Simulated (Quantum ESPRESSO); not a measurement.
## Ga3F in Quantum ESPRESSO: the effect of target pressure

The system is Ga3F.

```
CELL_PARAMETERS angstrom
4.08077 0.00000 0.00000
0.00000 4.08077 0.00000
0.00000 0.00000 4.08077
ATOMIC_POSITIONS crystal
Ga 0.50000 0.50000 0.00000
Ga 0.50000 0.00000 0.50000
Ga 0.00000 0.50000 0.50000
F 0.00000 0.00000 0.00000
```

The cell was built by a generator and needn't be a form met in nature.

Alike in all runs:

```yaml
Program: Quantum ESPRESSO 7.5
Task: phonons
Functional: PBEsol
Potentials_or_basis: PseudoDojo 0.4.1 SR PBEsol standard
Cutoff: 1143 eV
Density_cutoff: 4572 eV
k_mesh: 4 × 4 × 4, shifted
Occupations: fermi-dirac, width 0.05 eV
Spin: no spin polarisation
```

Each run relaxes the cell or the atoms first.

Q: One run gave: relaxed volume 12.77 Å³/atom; highest phonon frequency 248 cm⁻¹. Which target pressure did it use?
A. 10 GPa
B. 25 GPa
C. 0 GPa

A: B.

```csv
target pressure,relaxed volume (Å³/atom),highest phonon frequency (cm⁻¹)
0 GPa,16.15,150
10 GPa,14.27,199
25 GPa,12.77,248
```

Caveats: all runs use coarse meshes; the mesh is thin for the phonons of a metal; the volume moved by over 15 % at a fixed basis, so the end points are rough (some runs); the cell is more than 3 GPa from zero pressure, which shifts response properties (some runs); some modes are imaginary (some runs).
